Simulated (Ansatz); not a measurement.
Working through an equation of state with a fit of GdGa2, space group P6/mmm

With Ansatz's Python interface.

Run as a notebook:

In [1]:
```python
import warnings

import ansatz as az
import numpy as np
from scipy.optimize import curve_fit
```

In [2]:
```python
VECTORS = np.array([
    [4.223, 0.0, 0.0],
    [-2.1115, 3.65723, 0.0],
    [0.0, 0.0, 4.137],
])
SITES = [
    ("Gd", (0.0, 0.0, 0.0), 7),
    ("Ga", (1 / 3, 2 / 3, 0.5), 0.0),
    ("Ga", (2 / 3, 1 / 3, 0.5), 0.0),
]
```

In [3]:
```python
def crystal_on(cell):
    crystal = az.Crystal(lattice=az.Lattice.of(cell))
    for symbol, position, moment in SITES:
        crystal = crystal.atom(symbol, position, moment=moment or None)
    return crystal

def vinet(v, e0, v0, b0, b1):
    eta = (v / v0) ** (1 / 3)
    return e0 + 2 * b0 * v0 / (b1 - 1) ** 2 * (2 - (5 + 3 * b1 * (eta - 1) - 3 * eta) * np.exp(-1.5 * (b1 - 1) * (eta - 1)))
```

In [4]:
```python
warnings.simplefilter("ignore", az.DeckWarning)
```

In [5]:
```python
# scale the volume, keep shape and fractions
volumes, energies, pressures = [], [], []
for scale in np.linspace(0.9, 1.1, 9):
    cell = VECTORS * scale ** (1 / 3)
    job = (
        crystal_on(cell).calculation()
        .functional("pbesol")
        .pseudopotentials("paw")
        .occupations("Fermi-Dirac", width=0.1)
        .spin("collinear")
        .basis(500)
        .kpoints(8, 8, 7)
        .stress()
    )
    data = job.run(threads=1, backend="cpu").report
    volumes.append(abs(np.linalg.det(cell)) / len(SITES))
    energies.append(data["free_energy_ev"] / len(SITES))
    pressures.append(np.trace(data["stress_gpa"]) / 3)
    print(f"V = {volumes[-1]:8.4f} A^3/atom  F = {energies[-1]:.5f} eV/atom  P = {pressures[-1]:8.3f} GPa")
```
```text
V =  19.1681 A^3/atom  F = -5572.13739 eV/atom  P =    7.252 GPa
V =  19.7006 A^3/atom  F = -5572.15652 eV/atom  P =    4.329 GPa
V =  20.2330 A^3/atom  F = -5572.16660 eV/atom  P =    1.799 GPa
V =  20.7655 A^3/atom  F = -5572.16886 eV/atom  P =   -0.387 GPa
V =  21.2979 A^3/atom  F = -5572.16436 eV/atom  P =   -2.273 GPa
V =  21.8304 A^3/atom  F = -5572.15404 eV/atom  P =   -3.896 GPa
V =  22.3628 A^3/atom  F = -5572.13872 eV/atom  P =   -5.289 GPa
V =  22.8953 A^3/atom  F = -5572.11911 eV/atom  P =   -6.483 GPa
V =  23.4277 A^3/atom  F = -5572.09582 eV/atom  P =   -7.504 GPa
```

In [6]:
```python
guess = (min(energies), volumes[int(np.argmin(energies))], 0.5, 4.5)
(e0, v0, b0, b1), _ = curve_fit(vinet, np.array(volumes), np.array(energies), p0=guess, maxfev=20000)
print(f"Vinet fit: V0 = {v0:.4f} A^3/atom, B0 = {160.21766 * b0:.1f} GPa, B1 = {b1:.2f}")
print("largest residual", round(1000 * float(np.abs(vinet(np.array(volumes), e0, v0, b0, b1) - energies).max()), 3), "meV/atom")
```
```text
Vinet fit: V0 = 20.6651 A^3/atom, B0 = 80.9 GPa, B1 = 4.74
largest residual 0.006 meV/atom
```

A third-order Birch-Murnaghan fit through the 9 points has its minimum at 20.66 Å³ an atom, 3.0 % below the typed cell, with a bulk modulus of 81 GPa and dB/dP = 4.8. From that minimum the energy rises by 31.6 meV an atom on the compressed side and 73.1 meV on the expanded side.

Notes:
- Absolute energies stand on the zero of these potentials, so only differences at equal settings mean something.
- Open f shells: without a Hubbard U, without spin-orbit coupling; the state reached hangs on the start and needn't be the lowest.
- Shape and fractional positions are held along the curve, so the bulk modulus is an upper value where they are free to relax.
- The mesh is modest for a metal, so energies can be off by several to tens of meV an atom and pressures by half a GPa or more; differences at equal mesh fare better.
- Pressure is positive in compression.
- The structure is a deposited one; some such entries were measured under pressure or heat, so a shift against it needn't be the functional's error alone.
- Run time: 2.6 min on 1 thread of Arm Neoverse V1 (shared host), peak memory 0.63 GiB.
